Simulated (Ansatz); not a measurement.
# C₂H₄AlBr, SMILES [Br][Al]1[CH2][CH2]1: vertical spin-state energies

Program: Ansatz 0.2.0 through its Python package.

The cells in order, each with its output:

**Cell 1**
```python
import warnings

import ansatz as az
```

**Cell 2**
```python
GEOMETRY = """
Br   -0.80870   -0.71340    3.46480
Al   -0.30400   -0.23720    1.18650
C     0.44850    0.74550   -0.36570
C    -0.14810   -0.53180   -0.77490
H     1.58880    0.69880   -0.46120
H    -0.04730    1.68590   -0.66180
H    -1.14140   -0.37790   -1.32490
H     0.50440   -1.32710   -1.11860
"""

warnings.simplefilter("ignore", az.DeckWarning)

mol = az.Crystal.molecule()
for line in GEOMETRY.strip().splitlines():
    symbol, *xyz = line.split()
    mol = mol.atom(symbol, [float(v) for v in xyz])
```

**Cell 3**
```python
calculation = mol.calculation()
calculation = calculation.basis(gaussian="def2-SVPD")
calculation = calculation.correlation("mp2", electrons="valence")
calculation = calculation.accuracy("high")
found = {}
for unpaired in [0, 2, 4]:
    report = calculation.spin("collinear", total=unpaired).run(threads=1, backend="cpu").report
    s = unpaired / 2
    found[unpaired] = report["free_energy_ev"]
    print(f"2S+1 = {unpaired + 1}: E = {found[unpaired]:.5f} eV, <S^2> = {abs(report['mean_field']['state']['spin_squared']):.3f} (pure state {s * (s + 1):.2f})")
lowest = min(found, key=found.get)
for unpaired, e in found.items():
    print(f"multiplicity {unpaired + 1}: {96.485332 * (e - found[lowest]):.1f} kJ/mol above the lowest")
```
Output:
```text
2S+1 = 1: E = -78709.56038 eV, <S^2> = 0.035 (pure state 0.00)
2S+1 = 3: E = -78707.85105 eV, <S^2> = 2.024 (pure state 2.00)
2S+1 = 5: E = -78703.08713 eV, <S^2> = 6.019 (pure state 6.00)
multiplicity 1: 0.0 kJ/mol above the lowest
multiplicity 3: 164.9 kJ/mol above the lowest
multiplicity 5: 624.6 kJ/mol above the lowest
```

In order: multiplicity 1 (+0.00 eV), multiplicity 3 (+1.71 eV) and multiplicity 5 (+6.47 eV), all at the one geometry.

Reading the output:
- These settings explore the input space; basis and method may be short of convergence.
- The geometry is a force-field or estimated start, not a minimum of this method, and the basis set is short of its limit. All parts are taken at fixed geometry, without zero-point energy.
- S² is that of the Hartree-Fock reference.
- Run time: 76 s on 1 thread of Intel(R) Xeon(R) 6975P-C (Granite Rapids), on a shared host, peak memory 0.75 GiB.
